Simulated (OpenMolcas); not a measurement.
# Ir³⁺ among point charges: CASSCF and CASPT2 levels and susceptibility

Aim: the splitting of the states of Ir³⁺ in the field of 6 point charges, its lowest levels with spin-orbit coupling and its magnetic susceptibility.

Method: state-averaged CASSCF and CASPT2, spin-orbit coupling by RASSI with atomic mean-field integrals. Code: OpenMolcas 26.06.

### 1 What is computed

| Property | Result |
| --- | --- |
| Species | Ir³⁺ (iridium, Z = 77, 74 electrons) |
| Basis | ANO-RCC-VTZP [8s7p5d3f1g], 84 functions |
| Scalar Hamiltonian | DKH2, point nucleus |
| Inactive shells | 1s 2s 2p 3s 3p 3d 4s 4p 4d 4f 5s 5p |
| Active space | 6 electrons in 5 orbitals (5d) |
| Some configurations of this space | 5d6 |
| Orbitals | optimised for each spin and parity, averaged over all roots |

The outer shells:

5d6
```
5d [↑↓][↑ ][↑ ][↑ ][↑ ]
```

The ion sits among 6 point charges of -1.7 e arranged as a tetragonal octahedron (D4h), 2.09 Å from the ion, with the axial distance 2.153 Å.

Each step is its own input file, run in one work folder so that later steps find the files of earlier ones. Labels, J, g values, rates, χT and fits are worked out afterwards by a script from the matrices that RASSI stores. The input lists half of the charges; inversion (Group=XYZ) makes the rest.

### 2 GATEWAY and SEWARD: basis and integrals

a.inp

```
&GATEWAY
Coord
1

Ir 0.0 0.0 0.0
Basis=ANO-RCC-VTZP
Group=XYZ
NoMove
AngMom=0.0 0.0 0.0
AMFI
XField
3 Angstrom 0
2.090000 0.000000 0.000000 -1.700000
0.000000 2.090000 0.000000 -1.700000
0.000000 0.000000 2.152700 -1.700000
&SEWARD
```

The run is started by

```console
$ OMP_NUM_THREADS=1 MOLCAS_MEM=1689 MOLCAS_PROJECT=a pymolcas a.inp > a.log
```

### 3 Reference wave functions, quintets of even parity, 5 roots

a.inp

```
&RASSCF
FileOrb=start.orb
Symmetry=1
Spin=5
nActEl=6 0 0
Inactive=15 19
Ras2=5 0
CIRoot=5 5 1
SDav=5
CIMx=300
Iter=120 100
PrWF=0.3
OrbListing=Nothing
MaxOrb=0
>>> COPY $Project.JobIph JOB001
```

start.orb holds the contracted functions of the basis, ordered by shell, or the orbitals of the step before.

### 4 Reference wave functions, triplets of even parity, 45 roots

a.inp

```
&RASSCF
FileOrb=start.orb
Symmetry=1
Spin=3
nActEl=6 0 0
Inactive=15 19
Ras2=5 0
CIRoot=45 45 1
SDav=45
CIMx=300
Iter=120 100
PrWF=0.3
OrbListing=Nothing
MaxOrb=0
>>> COPY $Project.JobIph JOB002
```

### 5 CASSCF: singlets of even parity, 50 roots

a.inp

```
&RASSCF
FileOrb=start.orb
Symmetry=1
Spin=1
nActEl=6 0 0
Inactive=15 19
Ras2=5 0
CIRoot=50 50 1
SDav=50
CIMx=300
Iter=120 100
PrWF=0.3
OrbListing=Nothing
MaxOrb=0
>>> COPY $Project.JobIph JOB003
```

### 6 RASSI: spin-orbit coupling between the states

a.inp

```
&RASSI
NrOfJobIphs=3 5 45 50
1 2 3 4 5
1 2 3 4 5 6 7 8 9 10 11 12 13 14 15 16 17 18 19 20 21 22 23 24 25 26 27
28 29 30 31 32 33 34 35 36 37 38 39 40 41 42 43 44 45
1 2 3 4 5 6 7 8 9 10 11 12 13 14 15 16 17 18 19 20 21 22 23 24 25 26 27
28 29 30 31 32 33 34 35 36 37 38 39 40 41 42 43 44 45 46 47 48 49 50
IphNames
JOB001
JOB002
JOB003
EJob
SpinOrbit
DIPRint=1.0
SOCoupling=1000.0
Subsets=2
Property=9
'ANGMOM' 1 'ANGMOM' 2 'ANGMOM' 3 'MLTPL  1' 1 'MLTPL  1' 2 'MLTPL  1' 3
'AMFI' 1 'AMFI' 2 'AMFI' 3
SOProperty=3
'ANGMOM' 1 'ANGMOM' 2 'ANGMOM' 3
```

### 7 CASPT2: IPEA 0.25, imaginary shift 0.1 (closed shells correlated: 5s 5p)

a.inp

```
>>> COPY JOB001 $Project.JobIph
&CASPT2
Multistate=5 1 2 3 4 5
NoMult
Frozen=14 16
IPEA=0.25
Imaginary=0.1
MaxIter=60
WThr=0.0 0.3 0.05
PrWF=0.5
NoMix
>>> COPY JOB002 $Project.JobIph
&CASPT2
Multistate=45 1 2 3 4 5 6 7 8 9 10 11 12 13 14 15 16 17 18 19 20 21 22
23 24 25 26 27 28 29 30 31 32 33 34 35 36 37 38 39 40 41 42 43 44 45
NoMult
Frozen=14 16
IPEA=0.25
Imaginary=0.1
MaxIter=60
WThr=0.0 0.3 0.05
PrWF=0.5
NoMix
>>> COPY JOB003 $Project.JobIph
&CASPT2
Multistate=50 1 2 3 4 5 6 7 8 9 10 11 12 13 14 15 16 17 18 19 20 21 22
23 24 25 26 27 28 29 30 31 32 33 34 35 36 37 38 39 40 41 42 43 44 45 46
47 48 49 50
NoMult
Frozen=14 16
IPEA=0.25
Imaginary=0.1
MaxIter=60
WThr=0.0 0.3 0.05
PrWF=0.5
NoMix
```

(Steps that only read results are left out.)

Q: Predict the outcome of this session. Wanted: spin-free ground state; first state of the same spin within the active space; lowest level; next level.

The runs gave:

| quantity | value |
| --- | --- |
| method | SS-CASPT2, IPEA 0.25, imaginary shift 0.1 (closed shells correlated: 5s 5p) |
| spin-free ground state | 5E, 2-fold in its orbital part |
| first state of the same spin within the active space | 5B2 at 774 cm⁻¹ |
| lowest level | 1-fold B1 |
| next level | 116.1 cm⁻¹ |
| χT at 300 K | 3.93 cm³ K/mol |
| effective moment at 300 K | 5.61 μB |

Cost by method:

```
                                              method  time of its own steps  time with the reference
                                           A. CASSCF                   40 s                     40 s
B. SS-CASPT2, IPEA 0.25, imaginary shift 0.1, +5s 5p                   29 s                     69 s
```

Times are of one thread on a shared host.

What this shows: The spin-free ground state (5E) comes to 100 % from free-ion D terms and keeps the highest spin of the shell. χT at 300 K is 3.93, against 3.01 cm³ K/mol for the spin alone, so orbital moment adds to it. An active space of the d shell alone favours high spin; real ions in strong fields can be low spin. The field of point charges can differ much from that of real complexes. With metal d orbitals alone active, the gaps between spin states are rough; where two lie within a few thousand cm-1, their order is open. This is an electrostatic model: the charges have no orbitals.
